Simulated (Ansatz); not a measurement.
**LaLuAs2: a single-point run**

The task is a single-point run on LaLuAs2. The structure is shown as the input types it. The cell is built on a prototype (ordering on rocksalt) and needn't be the phase found in nature.

Method: density functional or hybrid calculation with the settings of its input, plane waves (as first typed), in Ansatz 0.2.0.

2 further runs of the same task are left out: 1 for a known fault of the program, 1 that didn't finish.

### 1 Starting point

The structure is tetragonal, space group P4/mmm (No. 123). The conventional cell has a = 4.223 Å, b = 4.223 Å, c = 5.952 Å, α = 90.00°, β = 90.00°, γ = 90.00°. Around La (site symmetry 4/mmm) lie 6 As at 2.98 to 2.99 Å. As (site symmetry 4/mmm) is surrounded by 2 La at 2.98 Å and 4 Lu at 2.99 Å. Lu (site symmetry 4/mmm) is surrounded by 6 As at 2.98 to 2.99 Å. Around As (site symmetry 4/mmm) lie 2 Lu at 2.98 Å and 4 La at 2.99 Å.

Coordinates:

```cif
data_structure
_symmetry_space_group_name_H-M 'P4/mmm'
_symmetry_Int_Tables_number 123
_cell_length_a 4.2233
_cell_length_b 4.2233
_cell_length_c 5.9521
_cell_angle_alpha 90.000
_cell_angle_beta 90.000
_cell_angle_gamma 90.000
_cell_volume 106.16
loop_
_atom_site_label
_atom_site_type_symbol
_atom_site_symmetry_multiplicity
_atom_site_Wyckoff_symbol
_atom_site_fract_x
_atom_site_fract_y
_atom_site_fract_z
_atom_site_occupancy
La1 La 1 a 0.00000 0.00000 0.00000 1
As1 As 1 b 0.00000 0.00000 0.50000 1
Lu1 Lu 1 d 0.50000 0.50000 0.50000 1
As2 As 1 c 0.50000 0.50000 0.00000 1
```

### 2 Running it

Input file input.yaml:

```yaml
crystal:
  lattice:
    - [4.2232600509, 0.0, 0.0]
    - [0.0, 4.2232600509, 0.0]
    - [0.0, 0.0, 5.9521047204]
  atoms:
    - { symbol: La, position: [0.0, 0.0, 0.0] }
    - { symbol: As, position: [0.0, 0.0, 0.5] }
    - { symbol: Lu, position: [0.5, 0.5, 0.5] }
    - { symbol: As, position: [0.5, 0.5, 0.0] }
kpoints:
  mp_grid: { grid: [4, 4, 4] }
hamiltonian:
  xc: pbesol
scf:
  occupations: { method: fermi_dirac, width: 0.02 }
  n_extra_bands: 5
  max_iter: 1
output:
  forces: true
  stress: true
  eigenvalues: true
```

Run with:

```console
$ ansatz run input.yaml --threads 4 --pin off --max-ram 3686MiB --backend cpu --events-out ev --progress --plain --runs-dir out
```

**Question.** How will this run end, and is anything wrong with its input?

After 1 cycle the loop was ended unconverged. The density residual dr2 stood at 0.0131 eV (threshold 1.0e-7). Nothing that it prints is a result.

In the input, scf.max_iter is 1. The run was allowed too few self-consistency cycles to reach its threshold.

The cure: delete scf.max_iter (the default then holds).
